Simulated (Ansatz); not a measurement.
The system is CdBr.

```
Cd Br
1.0
     0.00000    3.07239    3.07239
     3.07239    0.00000    3.07239
     3.07239    3.07239    0.00000
Cd Br
1 1
Direct
  0.00000 0.00000 0.00000
  0.50000 0.50000 0.50000
```

The cell was built by a generator and needn't be a form met in nature.

* Program: Ansatz 0.2.0
* Task: relaxation of cell and atoms
* Functional: LDA
* Potentials or basis: Ansatz PAW
* Cutoff: 420 eV (not typed: the program's choice for these potentials)
* k mesh: 6 × 6 × 6
* Occupations: fermi-dirac, width 0.05 eV
* Spin: spin-orbit coupling, no magnetisation

At the start: volume 29.00 Å³/atom.

How do energy, volume and symmetry change on relaxing?

It ends after 5 steps and the volume is 26.50 Å³/atom (-8.6 %); space group Fm-3m (No. 225, to 0.05 Å).

Step by step:
| step | energy change (eV) | largest force (eV/Å) | volume (Å³) |
| --- | --- | --- | --- |
| 1 | 0.0000 | 0.0000 | 58.00 |
| 2 | -0.0482 | 0.0000 | 53.48 |
| 3 | -0.0488 | 0.0000 | 52.90 |
| 4 | -0.0488 | 0.0000 | 52.99 |
| 5 | -0.0480 | 0.0000 | 52.99 |

Final structure:
```yaml
crystal:
  lattice:
    - [0.00000, 2.98119, 2.98119]
    - [2.98119, 0.00000, 2.98119]
    - [2.98119, 2.98119, 0.00000]
  atoms:
    - { symbol: Cd, position: [0.00000, 0.00000, 0.00000] }
    - { symbol: Br, position: [0.50000, 0.50000, 0.50000] }
```

Caveat: the plane-wave basis is chosen anew once the cell has moved, so the energies of steps on either side of that aren't comparable; the PAW data sets come from PBE, with cores solved anew for the run's functional, which leaves a small shift of forces and pressure.
